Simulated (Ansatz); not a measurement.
# GeNH4O (SMILES [NH][GeH2][OH]) at U-wB97X/def2-SVPD

What is the electronic atomisation energy of GeNH4O at U-wB97X/def2-SVPD? 

The calculation is run with Ansatz 0.2.0.

66 further runs of the same task are left out: 66 set aside as unsound or not needed.

## (1) The molecule

GeNH4O has 7 atoms, charge 0, and is taken as a doublet. As SMILES, `[NH][GeH2][OH]`. The shape is that of a PBE0-D4/def2-TZVP optimisation. This is one conformer, not always the lowest.

Bond lengths: N1–Ge2 1.860 Å, Ge2–O3 1.772 Å, N1–H4 1.025 Å, Ge2–H5 1.544 Å, Ge2–H6 1.536 Å, O3–H7 0.961 Å. Angles: N1–Ge2–O3 106.5°, N1–Ge2–H5 107.6°, N1–Ge2–H6 113.8°, O3–Ge2–H5 110.8°, O3–Ge2–H6 105.4°, Ge2–N1–H4 110.2°, Ge2–O3–H7 111.8°, H5–Ge2–H6 112.6°.

## (2) A single-point energy at U-wB97X/def2-SVPD

The input, job.yaml:

```yaml
crystal:
  periodic: [false, false, false]
  atoms:
    - symbol: N
      position_ang: [-1.180000, -0.629600, -0.704300]
    - symbol: Ge
      position_ang: [0.091800, 0.357900, 0.227300]
    - symbol: O
      position_ang: [1.488100, -0.708500, 0.454200]
    - symbol: H
      position_ang: [-2.073700, -0.127300, -0.724700]
    - symbol: H
      position_ang: [0.468500, 1.575300, -0.644200]
    - symbol: H
      position_ang: [-0.348300, 0.758200, 1.642900]
    - symbol: H
      position_ang: [1.614800, -1.294000, -0.296700]
basis:
  gaussian: {orbitals: def2-SVPD}
output: {orbitals: {seedname: orbitals}}
hamiltonian: {xc: {name: wB97X}}
magnetization: {spin_polarized: true, initial_magnetization: 1}
accuracy: high
```

Run with:

```
$ ansatz run job.yaml --threads 1 --pin off --max-ram 3480MiB --events-out events.jsonl --progress --plain --runs-dir runs
```

Output:

```text
Warning: RAYON_NUM_THREADS=1 ignored (pool sized by the plan → 1); use --threads N
Functional definition: wB97X
  name "wB97X"
  parameter omega = 0.3/bohr
  parameter cx = 0.157706
  parameter cx1 = 0.726479
  parameter cx2 = 1.04760
  parameter cx3 = -5.70635
  parameter cx4 = 13.2794
  parameter css1 = -4.33879
  parameter css2 = 18.2308
  parameter css3 = -31.7430
  parameter css4 = 17.2901
  parameter cos1 = 2.37031
  parameter cos2 = -11.3995
  parameter cos3 = 6.58405
  parameter cos4 = -3.78132
  exchange = spin_sum(e_x_unif_sr(omega)*poly(b97_u_x, 1 - cx, cx1, cx2, cx3, cx4)) + cx*exact_x_sr(omega)
      + exact_x_lr(omega)
  correlation = spin_sum(e_c_pw_same_spin*poly(b97_u_same, 1, css1, css2, css3, css4))
      + integral(e_c_pw_opposite_spin*poly(b97_u_opposite, 1, cos1, cos2, cos3, cos4))
2285 factors; integrals over basis functions are off by at most 4.7e-9 eV
449 factors; integrals over basis functions are off by at most 1.9e-9 eV
mean field evaluation 1: about -60102.9056 eV, gradient 4.1e1 eV
mean field evaluation 2: about -60101.1944 eV, gradient 4.9e1 eV
mean field evaluation 4: about -60109.7238 eV, gradient 2.5e0 eV
mean field evaluation 8: about -60109.8232 eV, gradient 2.8e-1 eV
mean field evaluation 16: about -60109.8251 eV, gradient 9.0e-4 eV
mean field evaluation 32: about -60109.8251 eV, gradient 6.3e-7 eV
mean field -60109.82506894 eV, -2208.9953273806 hartree, gradient 1.5e-8 eV, S^2 0.754935; 2 other end points of the search recorded, 0 dependent functions left out
reference -60109.82506549 eV, -2208.9953272539 hartree; 26, 25 occupied and 87, 88 virtual orbitals, 2285 factors
Total energy: -60109.82506549 eV, -2208.9953272539 hartree
```

Wall time 82 s (1 thread of Arm Neoverse V1, shared host); peak memory 1 GiB.

## (3) The Ge atom, same level

The input, input.yaml:

```yaml
crystal:
  periodic: [false, false, false]
  atoms:
    - {symbol: Ge, position_ang: [0.000000, 0.000000, 0.000000]}
basis:
  gaussian:
    orbitals: def2-SVPD
total_charge: 0
magnetization:
  spin_polarized: true
  initial_magnetization: 2
hamiltonian:
  xc: {name: wB97X}
accuracy: high
```

Run with:

```
$ ansatz run input.yaml --threads 1 --pin off --max-ram 3480MiB --events-out events.jsonl --progress --plain --runs-dir runs
```

Output (excerpt; [...] marks lines left out):

```text
Warning: RAYON_NUM_THREADS=1 ignored (pool sized by the plan → 1); use --threads N
Functional definition: wB97X
  name "wB97X"
[...]
      + exact_x_lr(omega)
[...]
      + integral(e_c_pw_opposite_spin*poly(b97_u_opposite, 1, cos1, cos2, cos3, cos4))
370 factors; integrals over basis functions are off by at most 4.8e-9 eV
119 factors; integrals over basis functions are off by at most 6.1e-10 eV
[...]
mean field -56509.64904675 eV, -2076.6912988521 hartree, gradient 1.6e-8 eV, S^2 2.002731; 0 other end points of the search recorded, 0 dependent functions left out
reference -56509.64904603 eV, -2076.6912988257 hartree; 17, 15 occupied and 21, 23 virtual orbitals, 370 factors
Total energy: -56509.64904603 eV, -2076.6912988257 hartree
```

Run time: 7.8 s. Hardware: 1 thread of Arm Neoverse V1, shared host; peak memory 0.24 GiB.

## (4) The H atom

The input, input.yaml:

```yaml
crystal:
  periodic: [false, false, false]
  atoms:
    - {symbol: H, position_ang: [0.000000, 0.000000, 0.000000]}
basis:
  gaussian: {orbitals: def2-SVPD}
magnetization: {spin_polarized: true, initial_magnetization: 1}
hamiltonian: {xc: {name: wB97X}}
accuracy: high
```

Run the same way, it converges to -0.50060 Eh (log not shown).

## (5) The N atom at the same level

The input, molecule.yaml:

```yaml
crystal:
  periodic: [false, false, false]
  atoms:
    - {symbol: "N", position_ang: [0.000000, 0.000000, 0.000000]}
basis:
  gaussian: {orbitals: def2-SVPD}
magnetization: {spin_polarized: true, initial_magnetization: 3}
hamiltonian: {xc: {name: wB97X}}
accuracy: high
```

Run the same way, it converges to -54.52796 Eh (log not shown).

## (6) The O atom, same level

The input, molecule.yaml:

```yaml
basis:
  gaussian:
    orbitals: def2-SVPD
crystal:
  periodic: [false, false, false]
  atoms:
    - {symbol: O, position_ang: [0.000000, 0.000000, 0.000000]}
magnetization:
  spin_polarized: true
  initial_magnetization: 2
hamiltonian:
  xc: {name: wB97X}
accuracy: high
```

Run the same way, it converges to -74.98958 Eh (log not shown).

## (7) What came out

Level: U-wB97X/def2-SVPD.

```
                                    quantity           value
                      molecule: total energy  -2208.99533 Eh
molecule: HOMO energy (highest over α and β)       -10.62 eV
 molecule: LUMO energy (lowest over α and β)        -1.18 eV
                              molecule: ⟨S²⟩           0.755
                       Ge atom: total energy  -2076.69130 Eh
                               Ge atom: ⟨S²⟩           2.003
                        H atom: total energy     -0.50060 Eh
                                H atom: ⟨S²⟩           0.750
                        N atom: total energy    -54.52796 Eh
                                N atom: ⟨S²⟩           3.757
                        O atom: total energy    -74.98958 Eh
                                O atom: ⟨S²⟩           2.005
               electronic atomisation energy       21.336 eV
```

Taking the molecule apart into free atoms costs 21.34 eV (2059 kJ/mol), before zero-point energy and without spin-orbit coupling.
